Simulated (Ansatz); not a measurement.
# CH5B: the cost of one run

Method: PBE0-D4/def2-TZVP structures, single points in def2-TZVPP, no counterpoise correction; program: Ansatz 0.2.0, Gaussian basis.

Levels: SPW92, PBE-D4, BLYP-D4, r2SCAN-D4, B97M-V, PBE0-D4, B3LYP-D4, r2SCAN0-D4, BHLYP-D4, CAM-B3LYP-D4, wB97X-V, wB97M-V, B2PLYP, PBE-QIDH, RPA on PBE, Hartree-Fock, MP2, CCSD, CCSD(T).

Correlated methods freeze the cores. B3LYP uses VWN-RPA correlation. B2PLYP carries no dispersion term here.

56 further runs of the same task are left out: 56 set aside as unsound or not needed.

### 1 The starting structure

The complex: 13 atoms, charge 0, spin multiplicity 1.

Atoms are counted from 1 here; the program's logs count them from 0.

Bond lengths: B1–C2 1.613 Å, B1–H3 1.216 Å, B1–H4 1.216 Å, B1–N5 1.553 Å, C2–H8 1.094 Å, C2–H9 1.095 Å, C2–H10 1.095 Å, N5–C6 1.143 Å, C6–C7 1.443 Å, C7–H11 1.091 Å, C7–H12 1.091 Å, C7–H13 1.091 Å. Angles: C2–B1–H3 114.4°, C2–B1–H4 114.4°, C2–B1–N5 108.3°, H3–B1–H4 111.0°, H3–B1–N5 103.8°, H4–B1–N5 103.8°, B1–C2–H8 108.9°, B1–C2–H9 113.1°, B1–C2–H10 113.1°, H8–C2–H9 106.8°, H8–C2–H10 106.8°, H9–C2–H10 107.7°, B1–N5–C6 178.9°, N5–C6–C7 179.6°, C6–C7–H11 109.9°, C6–C7–H12 109.9°, C6–C7–H13 109.8°, H11–C7–H12 109.1° and more.

Coordinates:

```xyz
13
charge 0, multiplicity 1
B    -0.9419   -0.4403    1.1187
C    -0.9932    1.0726    1.6747
H    -2.0055   -0.8581    0.7020
H    -0.4286   -1.2377    1.8802
N    -0.0171   -0.4704   -0.1288
C     0.6668   -0.4702   -1.0440
C     1.5290   -0.4803   -2.2010
H    -1.6426    1.1050    2.5543
H    -1.4051    1.7827    0.9496
H    -0.0134    1.4477    1.9896
H     2.5242   -0.1269   -1.9261
H     1.1201    0.1713   -2.9751
H     1.6073   -1.4953   -2.5944
```

Its parts: CH5B holds atoms 1, 2, 3, 4, 8, 9, 10; C2H3N holds atoms 5, 6, 7, 11, 12, 13. Each part counts its atoms afresh in its own runs.

### 2 Relaxing CH5B alone

File relax-a/in.yaml:

```yaml
crystal:
  periodic: [false, false, false]
  atoms:
    - {symbol: B, position_ang: [-0.941948, -0.440279, 1.118729]}
    - {symbol: C, position_ang: [-0.993180, 1.072591, 1.674741]}
    - {symbol: H, position_ang: [-2.005472, -0.858084, 0.702039]}
    - {symbol: H, position_ang: [-0.428570, -1.237676, 1.880226]}
    - {symbol: H, position_ang: [-1.642611, 1.104961, 2.554305]}
    - {symbol: H, position_ang: [-1.405144, 1.782719, 0.949625]}
    - {symbol: H, position_ang: [-0.013397, 1.447684, 1.989576]}
basis:
  gaussian: {orbitals: def2-TZVP}
hamiltonian: {xc: pbe0, dispersion: d4}
relax: {f_tol: 0.005, max_steps: 200}
```

Run with:

```bash
$ ansatz run in.yaml --threads 4 --pin off --events-out ev --progress --plain --max-ram 9574MiB
```

**Question.** How long does this run take on 4 threads of Arm Neoverse V2, shared host?

About 3 s.
